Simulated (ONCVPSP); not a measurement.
# Si: generating and testing an ONCV potential

Aim: build the potential from the settings below, then test how well it stands in for the atom: other configurations, scattering, ghost states and the plane-wave cutoff that it needs.

Program: ONCVPSP 4.0.1.1 (patched build). Reference atom: PBEsol, scalar-relativistic, spherical and spin-unpolarised. All values are calculated.

## (1) Settings

The settings as typed:

| Quantity | Value |
| --- | --- |
| element | silicon (Si, Z = 14) |
| type | optimised norm-conserving Vanderbilt (ONCV) |
| frozen core | [Ne] |
| valence charge | 4 |
| reference configuration | 3s2 3p2 |
| partial waves | 3s: rc 1.70 bohr, ncon 4, nbas 7, qcut 4.8 1/bohr, 1 projector; 3p: rc 1.65 bohr, ncon 3, nbas 8, qcut 4.4 1/bohr, 3 projectors, debl 2.4 Ha; d scattering state at 0.14 Ha: rc 1.30 bohr, ncon 4, nbas 8, qcut 8.6 1/bohr, 2 projectors, debl 1.5 Ha |
| local potential | polynomial inside 1.05 bohr (lpopt 2, dvloc0 6 Ha) |
| core correction | Teter function, fcfact 4.75, rcfact 1.45 |

The outer shells as boxes (Hund's rule for the drawing; the calculation is spin-unpolarised):

```
[Ne] core
3s [↑↓]
3p [↑ ][↑ ][  ]
```

The nodes and maxima of the atom's own shells, from an earlier all-electron run, set the scale for the radii.

All-electron outer shells of the reference configuration (PBEsol, scalar-relativistic, ld1.x):

```json
{"shell": "2s", "level (eV)": "-139.13", "outermost node (bohr)": "0.15", "outermost maximum (bohr)": "0.45"}
{"shell": "2p", "level (eV)": "-95.42", "outermost node (bohr)": "–", "outermost maximum (bohr)": "0.39"}
{"shell": "3s", "level (eV)": "-10.77", "outermost node (bohr)": "0.72", "outermost maximum (bohr)": "1.80"}
{"shell": "3p", "level (eV)": "-4.06", "outermost node (bohr)": "0.72", "outermost maximum (bohr)": "2.17"}
```

## (2) The generation run

The input, Si.dat:

```
# ATOM AND REFERENCE CONFIGURATION
# atsym  z   nc   nv     iexc    psfile
  Si 14.00    3    2  -116133      upf
#
#   n    l    f
    1    0    2.00
    2    0    2.00
    2    1    6.00
    3    0    2.00
    3    1    2.00
#
# PSEUDOPOTENTIAL AND OPTIMIZATION
# lmax
    2
#
#   l,   rc,      ep,       ncon, nbas, qcut
    0    1.70    0.00    4    7    4.80
    1    1.65    0.00    3    8    4.40
    2    1.30    0.14    4    8    8.60
#
# LOCAL POTENTIAL
# lloc, lpopt,  rc(5),   dvloc0
    4    2    1.05    6.00
#
# VANDERBILT-KLEINMAN-BYLANDER PROJECTORs
# l, nproj, debl
    0    1    1.10
    1    3    2.40
    2    2    1.50
#
# MODEL CORE CHARGE
# icmod, fcfact, rcfact
    3    4.75    1.45
#
# LOG DERIVATIVE ANALYSIS
# epsh1, epsh2, depsh
   -2.00    5.00    0.02
#
# OUTPUT GRID
# rlmax, drl
    6.00    0.01
#
# TEST CONFIGURATIONS
# ncnf
    4
# nvcnf
#   n    l    f
    2
    3    0    2.00
    3    1    1.00
#
    2
    3    0    2.00
    3    1    0.00
#
    2
    3    0    1.00
    3    1    0.00
#
    2
    3    0    0.00
    3    1    4.00
#
```

Started as:

```sh
$ oncvpsp.x < Si.dat > Si.out
```

The output, Si.out (without the consistency checks and plot data):

```text
ONCVPSP  (Optimized Norm-Conservinng Vanderbilt PSeudopotential)
scalar-relativistic version 4.0.1.1, modified

#   n    l    f        energy (Ha)
    1    0    2.00    -6.5499530E+01
    2    0    2.00    -5.1128559E+00
    2    1    6.00    -3.5067963E+00
    3    0    2.00    -3.9574212E-01
    3    1    2.00    -1.4909905E-01

Reference configufation results
  iterations    28
  all-electron total energy (Ha)   -2.89298588D+02

Begin loop to  construct optimized pseudo wave functions
and semi-local pseudopoentials for all angular momenta

Calculating optimized projector #   1

 for l=   0

    Fraction of norm inside rc  0.317647
    Optimizing pswf for qcut=   4.79 a_B^-1,  ecut=  11.47 Ha
    Residual kinetic energy error=  3.44D-05 Ha

    Energy error per electron        Cutoff
         Ha          eV             Ha
         0.01000     0.27211        5.52
         0.00100     0.02721        8.28
         0.00010     0.00272       10.66
         0.00001     0.00027       16.41

   Wellstate for l =  1  n =  5
     eigenvalue =   2.2509
     asymptotic potential =   2.7509
     half-point radius =  3.8258

   Wellstate for l =  1  n =  6
     eigenvalue =   4.6509
     asymptotic potential =   5.1509
     half-point radius =  3.5111

Calculating optimized projector #   1

 for l=   1

    Fraction of norm inside rc  0.156226
    Optimizing pswf for qcut=   4.40 a_B^-1,  ecut=   9.70 Ha
    Residual kinetic energy error=  2.25D-05 Ha

    Energy error per electron        Cutoff
         Ha          eV             Ha
         0.01000     0.27211        2.07
         0.00100     0.02721        3.20
         0.00010     0.00272        7.71
         0.00001     0.00027       12.50

Calculating optimized projector #   2

 for l=   1

    Fraction of norm inside rc  0.125844
    Optimizing pswf for qcut=   4.40 a_B^-1,  ecut=   9.70 Ha
    Residual kinetic energy error=  1.16D-03 Ha

    Energy error per electron        Cutoff
         Ha          eV             Ha
         0.01000     0.27211        4.88
         0.00100     0.02721       14.22
         0.00010     0.00272      104.40
         0.00001     0.00027      180.08

Calculating optimized projector #   3

 for l=   1

    Fraction of norm inside rc  0.086510
    Optimizing pswf for qcut=   4.40 a_B^-1,  ecut=   9.70 Ha
    Residual kinetic energy error=  2.66D-02 Ha

    Energy error per electron        Cutoff
         Ha          eV             Ha
         0.01000     0.27211       22.19
         0.00100     0.02721      114.90
         0.00010     0.00272      166.91

   Wellstate for l =  2  n =  3
     eigenvalue =   0.1400
     asymptotic potential =   0.6400
     half-point radius =  8.6449

   Wellstate for l =  2  n =  4
     eigenvalue =   1.6400
     asymptotic potential =   2.1400
     half-point radius =  3.2467

Calculating optimized projector #   1

 for l=   2

    Fraction of norm inside rc  0.017975
    Optimizing pswf for qcut=   8.58 a_B^-1,  ecut=  36.84 Ha
    Residual kinetic energy error=  2.61D-06 Ha

    Energy error per electron        Cutoff
         Ha          eV             Ha
         0.01000     0.27211        5.79
         0.00100     0.02721       16.05
         0.00010     0.00272       25.43
         0.00001     0.00027       32.69

Calculating optimized projector #   2

 for l=   2

    Fraction of norm inside rc  0.170713
    Optimizing pswf for qcut=   8.58 a_B^-1,  ecut=  36.84 Ha
    Residual kinetic energy error=  1.11D-04 Ha

    Energy error per electron        Cutoff
         Ha          eV             Ha
         0.01000     0.27211       20.50
         0.00100     0.02721       29.87
         0.00010     0.00272       37.38
         0.00001     0.00027       61.91

Construct Vanderbilt / Kleinmman-Bylander projectors

B matrix Hermiticity error, ll=   1
   1   2   -7.8175E-05
   1   3    1.3084E-04
   2   3    9.8153E-05

  Orthonormal projector coefficients -1.1231E+02  2.8603E+00  5.6037E-01

B matrix Hermiticity error, ll=   2
   1   2    1.3934E-05

  Orthonormal projector coefficients -8.8138E+00 -1.8190E+00

Model core correction analysis
  based on d2Exc/dn_idn_j

d2excae - all-electron derivatives

   -3.665995D-02   -2.823324D-02
   -2.823480D-02   -2.737743D-02

d2excps - pseudofunction derivatives with no core correction

   -3.946129D-02   -2.973001D-02
   -2.973282D-02   -2.809966D-02

rms 2nd derivative error    1.792589E-03

rmatch, rhocmatch    1.1982    0.6710

Teter function model core charge with specified parameters

d2excps - pseudofunction derivatives with core correction

   -3.426940D-02   -2.707120D-02
   -2.707218D-02   -2.682581D-02

rms 2nd derivative error    1.476575E-03

Pseudoatom total energy   -3.771173

Diagnostic tests using Vanderbilt-Kleinman-Bylander pseudopotentials
  1 or more projectors used as specified by nproj input data

   l    rcore       rmatch      e in        delta e   norm test  slope test

   0   1.7053175   1.7570946  -0.3957421  -0.0000017   1.0000004   0.9999151

   1   1.6550661   1.7053175  -0.1490990  -0.0000028   0.9999350   0.9999889
   1   1.6550661   1.7053175   2.2509009   0.0002245   1.0003913   1.0003913
   1   1.6550661   1.7053175   4.6509010   0.0011900   0.9994971   0.9994971

   2   1.3028551   1.3424126   0.1400000   0.0000170   1.0000595   1.0000595
   2   1.3028551   1.3424126   1.6400000   0.0000283   1.0001109   1.0001109

 Testing for bound ghosts
   n   l    E NL Schr. Eq   E Basis Diag.   E Cutoff

   1   0       -0.395744       -0.387637     42.88

       1                      -48.024967    143.33  WARNING - GHOST(-)
   2   1       -0.149102       -0.112597    143.33

 Testing for highly-localized positive-energy ghosts
       l    <radius>/rc     E Basis Diag.   E Cutoff

       1        0.785113       35.136022    143.33  WARNING - GHOST(+)

       1        0.674850       80.610679    143.33  WARNING - GHOST(+)

Test configuration 0

   n   l     f        eae           eps        diff
   1   0  2.0000  -65.49952994
   2   0  2.0000   -5.11285586
   2   1  6.0000   -3.50679635
   3   0  2.0000   -0.39574212   -0.39574386   -1.74D-06
   3   1  2.0000   -0.14909905   -0.14910187   -2.82D-06

    Total energies and differences
      AE_ref= -2.89298588D+02  AE_tst= -2.89298588D+02  dif=  0.00D+00
      PS_ref= -3.77117310D+00  PS_tst= -3.77117310D+00  dif=  1.78D-15
      PSP excitation error= -1.78D-15

Test configuration 1

   n   l     f        eae           eps        diff
   1   0  2.0000  -65.85509005
   2   0  2.0000   -5.46168358
   2   1  6.0000   -3.85617563
   3   0  2.0000   -0.69776342   -0.69762699    1.36D-04
   3   1  1.0000   -0.42727566   -0.42701666    2.59D-04

    Total energies and differences
      AE_ref= -2.89298588D+02  AE_tst= -2.89015148D+02  dif=  2.83D-01
      PS_ref= -3.77117310D+00  PS_tst= -3.48781958D+00  dif=  2.83D-01
      PSP excitation error=  8.69D-05

Test configuration 2

   n   l     f        eae           eps        diff
   1   0  2.0000  -66.30401442
   2   0  2.0000   -5.89530211
   2   1  6.0000   -4.29091652
   3   0  2.0000   -1.04697095   -1.04684230    1.29D-04

    Total energies and differences
      AE_ref= -2.89298588D+02  AE_tst= -2.88428498D+02  dif=  8.70D-01
      PS_ref= -3.77117310D+00  PS_tst= -2.90164406D+00  dif=  8.70D-01
      PSP excitation error=  5.62D-04

Test configuration 3

   n   l     f        eae           eps        diff
   1   0  2.0000  -66.88270714
   2   0  2.0000   -6.44913824
   2   1  6.0000   -4.84567748
   3   0  1.0000   -1.44638062   -1.45028203   -3.90D-03

    Total energies and differences
      AE_ref= -2.89298588D+02  AE_tst= -2.87182718D+02  dif=  2.12D+00
      PS_ref= -3.77117310D+00  PS_tst= -1.65441878D+00  dif=  2.12D+00
      PSP excitation error= -8.84D-04

Test configuration 4

   n   l     f        eae           eps        diff
   1   0  2.0000  -65.62018584
   2   0  2.0000   -5.23057822
   2   1  6.0000   -3.62352762
   3   1  4.0000   -0.19006883   -0.19024568   -1.77D-04

    Total energies and differences
      AE_ref= -2.89298588D+02  AE_tst= -2.88793779D+02  dif=  5.05D-01
      PS_ref= -3.77117310D+00  PS_tst= -3.26583252D+00  dif=  5.05D-01
      PSP excitation error= -5.32D-04
```

Wall time 5.5 s (1 thread of Neoverse-N1, shared host).

All-electron and pseudo partial waves u(r) = r·R(r), from the program's wave files:

```
r (bohr)    3p AE   3p PS    3s AE   3s PS
   0.085  -0.0809  0.0026   0.1511  0.0080
   0.170  -0.1871  0.0104  -0.0556  0.0183
   0.255  -0.2475  0.0234  -0.2407  0.0329
   0.340  -0.2579  0.0412  -0.3292  0.0533
   0.425  -0.2299  0.0638  -0.3297  0.0807
   0.510  -0.1767  0.0908  -0.2689  0.1157
   0.595  -0.1089  0.1218  -0.1718  0.1580
   0.680  -0.0340  0.1563  -0.0569  0.2071
   0.765   0.0427  0.1935   0.0629  0.2618
   0.850   0.1179  0.2327   0.1790  0.3205
   0.935   0.1891  0.2731   0.2865  0.3814
   1.020   0.2553  0.3141   0.3825  0.4423
   1.105   0.3158  0.3548   0.4660  0.5011
   1.190   0.3702  0.3942   0.5369  0.5559
   1.275   0.4187  0.4318   0.5956  0.6048
   1.360   0.4614  0.4672   0.6429  0.6467
   1.445   0.4984  0.5002   0.6794  0.6806
   1.530   0.5298  0.5301   0.7061  0.7063
   1.615   0.5559  0.5559   0.7239  0.7239
   1.700   0.5771  0.5772   0.7339  0.7339
   1.785   0.5938  0.5939   0.7371  0.7371
   1.870   0.6064  0.6065   0.7344  0.7344
   1.955   0.6153  0.6153   0.7268  0.7268
   2.040   0.6207  0.6208   0.7150  0.7150
   2.125   0.6232  0.6232   0.6998  0.6998
   2.210   0.6229  0.6230   0.6819  0.6819
```

Densities times 4π (e/bohr³); a dash where the program caps the true core:

```
r (bohr)  pseudo valence  true core  model core
   0.085         0.01975          –       3.163
   0.255         0.04996          –       2.977
   0.425          0.1172          –       2.635
   0.595          0.2249          –        2.19
   0.765          0.3622          –       1.706
   0.935          0.5034          –       1.241
   1.105          0.6175      1.216      0.8383
   1.275          0.6794     0.4126      0.5231
   1.445          0.6833     0.1415      0.2985
   1.615          0.6388     0.0491      0.1538
   1.785          0.5624    0.01716     0.07006
   1.955          0.4745   0.006053     0.02732
   2.125           0.389   0.002154    0.008586
```

## (3) The configuration tests of the same run

The tests as a table, with energies relative to 3s2 3p2.

| valence configuration | charge | ΔE all-electron (eV) | error AE − PS (meV) |
| --- | --- | --- | --- |
| 3s2 3p1 | +1 | 7.713 | +2.4 |
| 3s2 3p0 | +2 | 23.676 | +15 |
| 3s1 3p0 | +3 | 57.576 | -24 |
| 3s0 3p4 | 0 | 13.737 | -14 |

## (4) Scattering by logarithmic derivatives

Taken from the files of the generation run. The phase is arctan(r·R′/R) of the radial function R, unwrapped, with energies in Ha. A pole is an energy at which the radial function vanishes at the test radius. The pseudo phase is shifted by a multiple of π to meet the all-electron one at the reference energy. Levels narrower than the energy grid can be missing from the poles. The last column is the largest difference on the grid between −0.5 and +0.5 Ha.

| channel | radius (bohr) | reference (Ha) | poles AE | poles PS | window around the reference with phases within 0.05 rad (Ha) | largest difference near zero (rad) |
| --- | --- | --- | --- | --- | --- | --- |
| s | 1.73 | -0.40 | 2.08 | 1.74 | below 1.9 | 0.008 |
| p | 1.67 | -0.15 | 2.78 | 2.78 | the whole range | 0.001 |
| d | 1.32 | 0.14 | 4.60 | 4.60 | the whole range | 0.000 |

Phases (rad) along the scan:

```
E (Ha)    s AE    s PS    d AE    d PS
 -1.98   0.973   0.959   1.067   1.067
 -1.62   0.810   0.795   1.012   1.012
 -1.26   0.528   0.513   0.942   0.942
 -0.90   0.046   0.037   0.848   0.848
 -0.54  -0.532  -0.532   0.717   0.717
 -0.18  -0.938  -0.939   0.532   0.532
  0.18  -1.169  -1.175   0.270   0.270
  0.54  -1.308  -1.318  -0.069  -0.069
  0.90  -1.399  -1.415  -0.429  -0.429
  1.26  -1.465  -1.489  -0.735  -0.735
  1.62  -1.517  -1.552  -0.960  -0.960
  1.98  -1.560  -1.612  -1.119  -1.119
  2.34  -1.599  -1.680  -1.233  -1.233
  2.70  -1.637  -1.775  -1.318  -1.318
  3.06  -1.675  -1.952  -1.385  -1.385
  3.42  -1.718  -2.486  -1.439  -1.439
  3.78  -1.771  -3.810  -1.485  -1.485
  4.14  -1.840  -4.321  -1.525  -1.525
  4.50  -1.942  -4.488  -1.561  -1.561
  4.86  -2.115  -4.572  -1.595  -1.595
```

## (5) Plane-wave cutoff and ghosts

Read off the output, the cutoffs (Ha) at which the residual kinetic energy of the hardest occupied pseudo-wave falls to 1 and 0.1 mHa per electron: 8.3 Ha and 11 Ha.

The program's own ghost test: GHOST(-) flagged for p at -1306.8 eV; GHOST(+) flagged for p at 956.1 eV, p at 2193.5 eV.

Cutoff (Ha) at which the first wave of each channel reaches a given error (Ha per electron):

```
  error     s     p     d
1.0e-02   5.5   2.1   5.8
3.2e-03   7.0   2.6  10.6
1.0e-03   8.3   3.2  16.1
3.2e-04   9.4   4.5  21.2
1.0e-04  10.7   7.7  25.4
3.2e-05  11.9   9.3  29.4
1.0e-05  16.4  12.5  32.7
```

## (6) What came out

| quantity | value |
| --- | --- |
| cutoffs for 1 and 0.1 mHa per electron, occupied waves | 8.3 Ha and 11 Ha |
| bound ghosts | p at -1306.83 eV |
| GHOST(+) flags | p at 956 eV, p at 2194 eV |
| largest test error (AE − PS) | -24 meV, for 3s1 3p0 |
| largest phase difference near zero energy, channels read | 0.008 rad |
| rms error of d²Exc/dn², without and with the model core | 1.79 and 1.48 mHa |

In words: A bound ghost (p) makes it unfit for use: electrons can fall into a state that the atom doesn't have. The worst unpolarised test, 3s1 3p0, is off by 24 meV on 57.6 eV; by total energies transferability rates as good. Atomic tests can pass in spite of a ghost, since they solve only for the levels asked. It counts as soft on the atom at that tolerance, with 8.3 Ha needed at the looser tolerance. At the looser tolerance the 3s wave is the slowest; 3p needs 3 Ha. That counts occupied waves only; other projectors can need more. Near zero energy the phases of the channels with partial waves agree within 0.008 rad. The program also flags highly localised states, GHOST(+) (p). All of this concerns the isolated atom, not yet a solid.
